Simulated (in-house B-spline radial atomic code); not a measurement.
# Xe⁶⁺: ionisation energy by several methods

How far do functionals differ on the ionisation energy of Xe⁶⁺? Each run solves Xe⁶⁺ and then the next ion ([Kr] 4d10 5s1).

Method: Dirac-Coulomb, several functionals, exact exchange averaged over the configuration; spherical all-electron atom at the radial basis limit. Code: in-house B-spline radial atomic code version 1.

## 1. Starting point

```
element       : xenon (Z = 54)
charge        : +6
electrons     : 48
configuration : [Kr] 4d10 5s2
nucleus       : Fermi, rms radius 4.786 fm
```

Outer shells as boxes (Hund's rule):

[Kr] 4d10 5s2
```
[Kr] core
4d [↑↓][↑↓][↑↓][↑↓][↑↓]
5s [↑↓]
```

## 2. B97-1

Settings of the run:

```ini
Z = 54
electrons = 48.0
configuration = [Kr] 4d10 5s2
hamiltonian = dirac
method = b97_1
spin_polarised = False
nucleus = fermi
rms_radius = 4.7859
mass_number = 132
atomic_mass = 131.90415508346
speed_of_light = 137.035999084
exact_exchange = averaged over the configuration
```

The run is started by

```
python run_scf.py task.json out
```

One command runs all members of the session, one after another, from task.json.

## 3. HSE06

Settings: those of step 2 with these lines changed.

```diff
@@ -4,3 +4,3 @@
 hamiltonian = dirac
-method = b97_1
+method = hse06
 spin_polarised = False
```

## 4. LC-ωPBE

Settings: those of step 3 with these lines changed.

```diff
@@ -4,3 +4,3 @@
 hamiltonian = dirac
-method = hse06
+method = lc_wpbe
 spin_polarised = False
```

## 5. BHandHLYP

Settings: those of step 4 with these lines changed.

```diff
@@ -4,3 +4,3 @@
 hamiltonian = dirac
-method = lc_wpbe
+method = bhandhlyp
 spin_polarised = False
```

Before running: The tabulated ionisation energy is 91.6 ± 0.5 eV (semi-empirical; NIST Atomic Spectra Database). What does each method give, and which comes nearest?

The runs gave:

| method | rung | total energy (hartree) | ΔSCF (eV) | with Breit, QED, recoil (eV) | −ε highest (eV) | corrected ΔSCF less tabulated (eV) |
| --- | --- | --- | --- | --- | --- | --- |
| B97-1 | global hybrid | -7441.7745 | 92.363 | 92.280 | 87.114 (5s1/2) | +0.680 |
| BHandHLYP | global hybrid | -7441.8153 | 91.950 | 91.868 | 88.667 (5s1/2) | +0.268 |
| HSE06 | range-separated hybrid | -7441.4852 | 92.377 | 92.295 | 87.028 (5s1/2) | +0.695 |
| LC-ωPBE | range-separated hybrid | -7441.5695 | 92.465 | 92.381 | 90.496 (5s1/2) | +0.781 |

What this shows: The tabulated ionisation energy is 91.6 ± 0.5 eV (semi-empirical; NIST Atomic Spectra Database). BHandHLYP comes nearest (+0.268 eV) and LC-ωPBE is farthest (+0.781 eV, 0.85 %). Open shells are averaged (over orientations, and over spins where the run is restricted), while tables refer to the lowest levels.
